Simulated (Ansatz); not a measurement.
# C2H2OSi: the cost of one run

Method: RKS B3LYP-D4/def2-TZVP; program: Ansatz 0.2.0.

## (1) The system as given

6 atoms, charge 0, spin multiplicity 1.

Atoms are counted from 1 here; the program's logs count them from 0.

Bond lengths: C1–Si2 1.789 Å, C1–H5 1.106 Å, C1–H6 1.103 Å, Si2–C3 1.896 Å, C3–O4 1.157 Å. Angles: Si2–C1–H5 117.4°, Si2–C1–H6 129.7°, H5–C1–H6 112.9°, C1–Si2–C3 88.6°, Si2–C3–O4 170.4°.

Geometry (Å):

```xyz
6
charge 0, multiplicity 1
C    -0.5411    0.8910   -0.2234
Si    0.1741   -0.3562   -1.2888
C     0.7705   -1.2717    0.2613
O     1.2077   -1.9582    1.0831
H    -1.0619    1.7375   -0.7094
H    -0.5493    0.9576    0.8772
```

## (2) Relaxation

input.yaml reads:

```yaml
crystal:
  periodic: [false, false, false]
  atoms:
    - { symbol: C, position_ang: [-0.541103, 0.891031, -0.223438] }
    - { symbol: Si, position_ang: [0.174119, -0.356247, -1.288821] }
    - { symbol: C, position_ang: [0.770472, -1.271714, 0.261285] }
    - { symbol: O, position_ang: [1.207711, -1.958216, 1.083141] }
    - { symbol: H, position_ang: [-1.061876, 1.737491, -0.709389] }
    - { symbol: H, position_ang: [-0.549322, 0.957645, 0.877231] }
basis:
  gaussian: { orbitals: def2-TZVP }
hamiltonian:
  xc: { name: B3LYP }
  dispersion: d4
output:
  forces: true
relax:
  f_tol: 0.003
  max_steps: 120
```

Command:

```console
$ ansatz run input.yaml --threads 1 --pin off --max-ram 2560MiB --backend cpu --events-out ev --progress --plain --runs-dir out
```

What time and memory should one allow on 1 thread of Arm Neoverse V2, shared host?

About 47 s, with a peak of 0.23 GiB.
